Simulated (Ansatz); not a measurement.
Molecular dynamics of WC

input.yaml

```yaml
accuracy: low
crystal:
  lattice:
    - [-2.88609, -4.998855, 0.0]
    - [4.329135, -2.499427, 0.0]
    - [0.0, 0.0, 5.64834]
  atoms:
    - { symbol: W, position: [0.75, 0.5, 0.0] }
    - { symbol: C, position: [0.5, 0.6666667, 0.25] }
    - { symbol: W, position: [0.75, 0.5, 0.5] }
    - { symbol: C, position: [0.5, 0.6666667, 0.75] }
    - { symbol: W, position: [0.5, 0.0, 0.0] }
    - { symbol: C, position: [0.25, 0.1666667, 0.25] }
    - { symbol: W, position: [0.5, 0.0, 0.5] }
    - { symbol: C, position: [0.25, 0.1666667, 0.75] }
    - { symbol: W, position: [0.25, 0.5, 0.0] }
    - { symbol: C, position: [0.0, 0.6666667, 0.25] }
    - { symbol: W, position: [0.25, 0.5, 0.5] }
    - { symbol: C, position: [0.0, 0.6666667, 0.75] }
    - { symbol: W, position: [0.0, 0.0, 0.0] }
    - { symbol: C, position: [0.75, 0.1666667, 0.25] }
    - { symbol: W, position: [0.0, 0.0, 0.5] }
    - { symbol: C, position: [0.75, 0.1666667, 0.75] }
basis:
  ecutwfc: 420.0
kpoints:
  mp_grid: { grid: [3, 3, 3] }
hamiltonian:
  xc: pbesol
  pseudopotentials: { kind: paw, azcp: { folder: soft_1 } }
scf:
  occupations: { method: fermi_dirac, width: 0.17 }
  lower_state_search: "off"
md:
  timestep: 1
  n_steps: 160
  ensemble: nvt_langevin
  temperature: 2000.0
  initial_velocities: maxwell_boltzmann
  seed: 507571
  friction: 0.02
```

Launched with:

```bash
$ ansatz run input.yaml --threads 2 --pin off --max-ram 5120MiB --backend cpu --events-out ev --progress --plain --runs-dir out
```

It starts from a structure without forces on its atoms.

Output, in part (step lines):

```
md step     0: t =     0.00 fs  T =  1875.0 K  F+E_penalty+E_count = -84038.02537998 eV  E_kin = 3.877800 eV  (9 SCF iters)
md step     1: t =     1.00 fs  T =  1831.7 K  F+E_penalty+E_count = -84037.98929276 eV  E_kin = 3.788349 eV  (7 SCF iters)
md step     2: t =     2.00 fs  T =  2010.2 K  F+E_penalty+E_count = -84037.87704939 eV  E_kin = 4.157402 eV  (7 SCF iters)
md step     3: t =     3.00 fs  T =  1750.4 K  F+E_penalty+E_count = -84037.69238790 eV  E_kin = 3.620020 eV  (7 SCF iters)
md step     4: t =     4.00 fs  T =  1547.4 K  F+E_penalty+E_count = -84037.46217843 eV  E_kin = 3.200260 eV  (7 SCF iters)
md step     5: t =     5.00 fs  T =  1394.4 K  F+E_penalty+E_count = -84037.19828443 eV  E_kin = 2.883910 eV  (6 SCF iters)
md step     6: t =     6.00 fs  T =  1311.6 K  F+E_penalty+E_count = -84036.91827241 eV  E_kin = 2.712586 eV  (5 SCF iters)
md step     7: t =     7.00 fs  T =  1208.7 K  F+E_penalty+E_count = -84036.64367400 eV  E_kin = 2.499767 eV  (5 SCF iters)
[... lines left out ...]
md step   159: t =   159.00 fs  T =  1443.9 K  F+E_penalty+E_count = -84034.08111803 eV  E_kin = 2.986318 eV  (6 SCF iters)
md step   160: t =   160.00 fs  T =  1424.4 K  F+E_penalty+E_count = -84034.08044783 eV  E_kin = 2.945955 eV  (7 SCF iters)
```

The steps, from the saved trajectory:

| time (fs) | T (K) | potential energy less start (eV) |
| --- | --- | --- |
| 0 | 1875 | 0.000 |
| 5 | 1394 | 0.827 |
| 10 | 819 | 2.123 |
| 15 | 893 | 2.518 |
| 20 | 1572 | 1.826 |
| 25 | 1560 | 1.801 |
| 30 | 1294 | 2.603 |
| 35 | 1182 | 3.364 |
| 40 | 1349 | 3.415 |
| 45 | 1697 | 3.082 |
| 50 | 2160 | 2.995 |
| 55 | 2023 | 3.239 |
| 60 | 2075 | 3.637 |
| 65 | 1720 | 4.185 |
| 70 | 1941 | 4.041 |
| 75 | 2377 | 3.838 |
| 80 | 1781 | 4.543 |
| 85 | 1213 | 5.659 |
| 90 | 1360 | 5.416 |
| 95 | 1678 | 4.228 |
| 100 | 2061 | 3.545 |
| 105 | 1741 | 3.392 |
| 110 | 1268 | 3.192 |
| 115 | 1897 | 2.762 |
| 120 | 2182 | 2.311 |
| 125 | 2160 | 2.191 |
| 130 | 2379 | 2.588 |
| 135 | 1970 | 3.192 |
| 140 | 1965 | 3.131 |
| 145 | 2101 | 2.765 |
| 150 | 1837 | 3.118 |
| 155 | 1499 | 3.838 |
| 160 | 1424 | 3.945 |

All steps were run. A run of 0.16 ps of so small a system gives no equilibrium averages. Limits of this set-up: coarse k mesh, PAW files made for another functional, low accuracy level.

Mean squared displacements from the first frame to the last, about the centre of mass: W 0.02 Å², C 0.02 Å².

Last frame:

```xyz
16
Lattice="-2.8861 -4.9989 0.0000 4.3291 -2.4994 0.0000 0.0000 0.0000 5.6483" Properties=species:S:1:pos:R:3
W -0.195 -4.988 0.098
C 1.259 -4.295 1.574
W 0.020 -5.087 2.970
C 1.218 -4.141 4.287
W -1.467 -2.487 0.145
C -0.122 -1.663 1.488
W -1.505 -2.380 2.993
C -0.031 -1.737 4.393
W 1.243 -2.448 0.105
C 2.733 -1.759 1.639
W 1.266 -2.408 2.837
C 2.816 -1.493 4.384
W -0.197 -0.019 0.198
C -1.644 -4.279 1.446
W 0.006 -0.081 2.939
C -1.467 -4.109 4.463
```

Time of the run: 27 min on 2 threads of Arm Neoverse V1, with other jobs on the host, peak memory 0.62 GiB.
